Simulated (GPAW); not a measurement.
Crystal: GaSb3.

```xyz
4
Lattice="0.0000 3.7306 3.7306 3.7306 0.0000 3.7306 3.7306 3.7306 0.0000" Properties=species:S:1:pos:R:3 pbc="T T T"
Sb    3.7306    3.7306    3.7306
Sb    5.5959    5.5959    5.5959
Sb    1.8653    1.8653    1.8653
Ga    0.0000    0.0000    0.0000
```

The cell comes from a database or a generator and needn't be the stable form of this composition.

Base run:

- Program: GPAW 26.7.0
- Functional: PBEsol
- Potentials or basis: PAW data sets generated in the run's folder for this functional
- Cutoff: 600 eV
- Basis: pw
- k mesh: 6 × 6 × 6
- Occupations: fermi-dirac, width 0.05 eV
- Spin: no spin polarisation

Its results: pressure -3.8 GPa.

Problem. The run is repeated on the same cell with these changes: functional from PBEsol to PBE; potentials or basis from PAW data sets generated in the run's folder for this functional to GPAW PAW data sets (gpaw-data 1.2.1). What comes out?

Solution. Pressure -0.9 GPa.
